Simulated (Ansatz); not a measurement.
Mn2CuN2:

```
CELL_PARAMETERS angstrom
2.79807 -1.60775 0.00000
2.79807 1.60775 0.00000
-1.88036 0.00000 6.08764
ATOMIC_POSITIONS crystal
Cu 0.50000 0.50000 0.50000
Mn 0.28644 0.28644 0.85961
Mn 0.71356 0.71356 0.14039
N 0.39694 0.39694 0.18774
N 0.60306 0.60306 0.81226
```

The cell comes from a database or a generator and needn't be the stable form of this composition.

```yaml
Program: Ansatz 0.2.0
Task: single point
Functional: PBE
Potentials_or_basis: Ansatz PAW
Cutoff: "420 eV (not typed: the program's choice for these potentials)"
k_mesh: 10 × 10 × 5
Occupations: fermi-dirac, width 0.05 eV
Spin: collinear spin, ferromagnetic start
Starting_moments: "[0.6, 4.0, 4.0, 0.0, 0.0] μB"
```

On this cell: pressure -1.7 GPa; largest force 0.142 eV/Å; net moment 2.92 μB per cell; site moments Cu +0.03; Mn +1.27; N -0.07 μB; band gap on the k mesh none (metal or under the smearing width).

The same run follows on a disturbed copy (atoms moved at random, drawn with an rms of 0.05 Å):

```xyz
5
Lattice="2.7981 -1.6078 0.0000 2.7981 1.6078 0.0000 -1.8804 0.0000 6.0876" Properties=species:S:1:pos:R:3 pbc="T T T"
Cu    1.8066    0.0404    3.0703
Mn   -0.0094   -0.0366    5.2367
Mn    3.7551    0.0109    0.8277
N     1.8684   -0.0140    1.1090
N     1.8091   -0.0115    4.9154
```

Q: What does the disturbed cell give?

A: The energy (extrapolated to zero smearing) moves by +12.4 meV/atom; pressure -0.6 GPa; largest force 0.948 eV/Å; net moment 2.90 μB per cell; site moments Cu +0.03; Mn +1.14, +1.36; N -0.07, -0.06 μB; band gap on the k mesh none (metal or under the smearing width).

Forces in eV/Å, atoms in the order of the input:
```
Cu   0.077 -0.063 -0.943
Mn  -0.468  0.551 -0.127
Mn  -0.419 -0.544  0.106
N    0.227  0.360  0.422
N    0.584 -0.304  0.542
```

Stress tensor (GPa, compression positive):
```
-0.69  1.74 -0.85
 1.74 -1.07 -0.43
-0.85 -0.43  0.09
```

Caveats: only a ferromagnetic start was run, and an antiferromagnetic order may lie lower in energy.
